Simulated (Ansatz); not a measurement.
# C3H11AlO: a ladder of functionals and wavefunction methods

How much do the methods differ for C3H11AlO? The plan is to run it at one geometry with functionals of several rungs and with coupled cluster. The yardstick is the atomisation energy at the CCSD(T) limit.

Method: functionals in def2-TZVPP, the program's frozen cores in correlated methods; program: Ansatz 0.2.0, Gaussian basis.

Plan: LDA (SPW92), PBE-D4, revPBE-D4, BLYP-D4, r2SCAN-D4, B97M-V, PBE0-D4, B3LYP-D4, r2SCANh-D4, r2SCAN0-D4, HSE06-D4, BHLYP-D4, CAM-B3LYP-D4, LC-ωPBE, ωB97X-V, ωB97M-V, B2PLYP, PBE-QIDH; CCSD(T)/def2-SVP; CCSD(T)/def2-TZVPP; MP2/def2-QZVPP; extrapolation to the limit; RPA on PBE.

## Step 1: The relaxed structure

An earlier PBE0-D4 in a triple-zeta def2 set relaxation fixed the geometry.

SMILES `[CH3][Al-]([CH3])([CH3])[OH2+]`, 16 atoms, charge 0, spin multiplicity 1.

Atoms are counted from 1 here; the program's logs count them from 0.

Bond lengths: C1–Al2 1.979 Å, C1–H6 1.097 Å, C1–H7 1.096 Å, C1–H8 1.097 Å, Al2–C3 1.979 Å, Al2–C4 1.967 Å, Al2–O5 2.056 Å, C3–H9 1.097 Å, C3–H10 1.097 Å, C3–H11 1.096 Å, C4–H12 1.095 Å, C4–H13 1.096 Å, C4–H14 1.095 Å, O5–H15 0.964 Å, O5–H16 0.964 Å. Angles: Al2–C1–H6 113.5°, Al2–C1–H7 110.6°, Al2–C1–H8 113.0°, H6–C1–H7 106.0°, H6–C1–H8 107.6°, H7–C1–H8 105.7°, C1–Al2–C3 117.7°, C1–Al2–C4 118.0°, C1–Al2–O5 96.4°, C3–Al2–C4 118.0°, C3–Al2–O5 96.3°, C4–Al2–O5 102.6°, Al2–C3–H9 113.0°, Al2–C3–H10 113.5°, Al2–C3–H11 110.6°, H9–C3–H10 107.6°, H9–C3–H11 105.7°, H10–C3–H11 106.0° and more.

## Step 2: LDA

This LDA is Slater exchange with PW92 correlation.

File in.yaml:

```yaml
crystal:
  periodic: [false, false, false]
  atoms:
    - {symbol: C, position_ang: [-0.625974, 0.726214, -1.711968]}
    - {symbol: Al, position_ang: [0.085110, -0.142633, -0.082251]}
    - {symbol: C, position_ang: [1.692355, 0.650692, 0.756722]}
    - {symbol: C, position_ang: [-0.214923, -2.073503, 0.139271]}
    - {symbol: O, position_ang: [-1.276772, 0.673984, 1.223674]}
    - {symbol: H, position_ang: [-0.575030, 1.821124, -1.680880]}
    - {symbol: H, position_ang: [-0.049438, 0.422091, -2.593086]}
    - {symbol: H, position_ang: [-1.665248, 0.448760, -1.926771]}
    - {symbol: H, position_ang: [1.834148, 0.332171, 1.796717]}
    - {symbol: H, position_ang: [1.696619, 1.747160, 0.742459]}
    - {symbol: H, position_ang: [2.598190, 0.338631, 0.224443]}
    - {symbol: H, position_ang: [-0.023889, -2.410532, 1.163568]}
    - {symbol: H, position_ang: [0.449292, -2.654777, -0.510522]}
    - {symbol: H, position_ang: [-1.238279, -2.368282, -0.116043]}
    - {symbol: H, position_ang: [-0.820296, 1.221008, 1.872730]}
    - {symbol: H, position_ang: [-1.888766, 1.245192, 0.746136]}
basis:
  gaussian: {orbitals: def2-TZVPP}
hamiltonian: {xc: lda}
output: {orbitals: {seedname: orbitals}}
```

Run with:

```
$ ansatz run in.yaml --threads 2 --pin off --events-out ev --progress --plain --max-ram 32768MiB --backend cuda --devices 0, --max-vram 18GiB
```

Further steps of the session: PBE-D4 (GGA); revPBE-D4 (GGA); BLYP-D4 (GGA); r2SCAN-D4 (meta-GGA); B97M-V (meta-GGA); PBE0-D4 (hybrid); B3LYP-D4 (hybrid); r2SCANh-D4 (hybrid); r2SCAN0-D4 (hybrid); HSE06-D4 (hybrid); BHLYP-D4 (hybrid); CAM-B3LYP-D4 (range-separated); LC-ωPBE (range-separated); ωB97X-V (range-separated); ωB97M-V (range-separated); B2PLYP (double hybrid); PBE-QIDH (double hybrid); CCSD(T) in def2-SVP; CCSD(T) in def2-TZVPP; MP2 in def2-QZVPP; RPA on PBE orbitals.

Before running them: what should the planned runs give, taken together? Wanted: atomisation energy, CCSD(T)/CBS; farthest beyond LDA; mean size of error, GGA; mean size of error, meta-GGA; mean size of error, hybrid; mean size of error, range-separated; mean size of error, double hybrid; gap, smallest and largest; T1 diagnostic.

**Answer**, as computed:

| quantity | value |
| --- | --- |
| atomisation energy, CCSD(T)/CBS | 1380.7 kcal/mol |
| functionals within 6.9 kcal/mol (0.5 %) | r2SCAN-D4, B97M-V, B3LYP-D4, r2SCANh-D4, HSE06-D4, CAM-B3LYP-D4, ωB97X-V, ωB97M-V |
| farthest beyond LDA | BHLYP-D4 (-33.6 kcal/mol) |
| mean size of error, GGA | 13.9 kcal/mol |
| mean size of error, meta-GGA | 0.5 kcal/mol |
| mean size of error, hybrid | 11.9 kcal/mol |
| mean size of error, range-separated | 4.1 kcal/mol |
| mean size of error, double hybrid | 15.7 kcal/mol |
| gap, smallest and largest | 4.21 eV (BLYP-D4), 11.46 eV (LC-ωPBE) |
| T1 diagnostic | 0.0091 |
| triples share of the correlation energy | 3.4 % |

The LDA atomisation energy is off by 164.7 kcal/mol (12 %): it overbinds. PBE-D4 is off by +7.1 kcal/mol. Double hybrids carry the basis error of their MP2 part in triple zeta, and no dispersion term here, so their miss is partly the set-up's. The rungs meta-GGA, range-separated miss on average by less than the doubt on the reference (6.9 kcal/mol), so they tie. The reference freezes the cores and leaves out relativity and excitations past (T), so misses under about 6.9 kcal/mol can't be ranked. Hartree-Fock recovers 75 % of the binding; the rest is correlation. CCSD(T) in def2-SVP is off by -66.6 kcal/mol, so the small basis spoils what the method gains. Orbital gaps span 4.2 to 11.5 eV; exact exchange widens them.
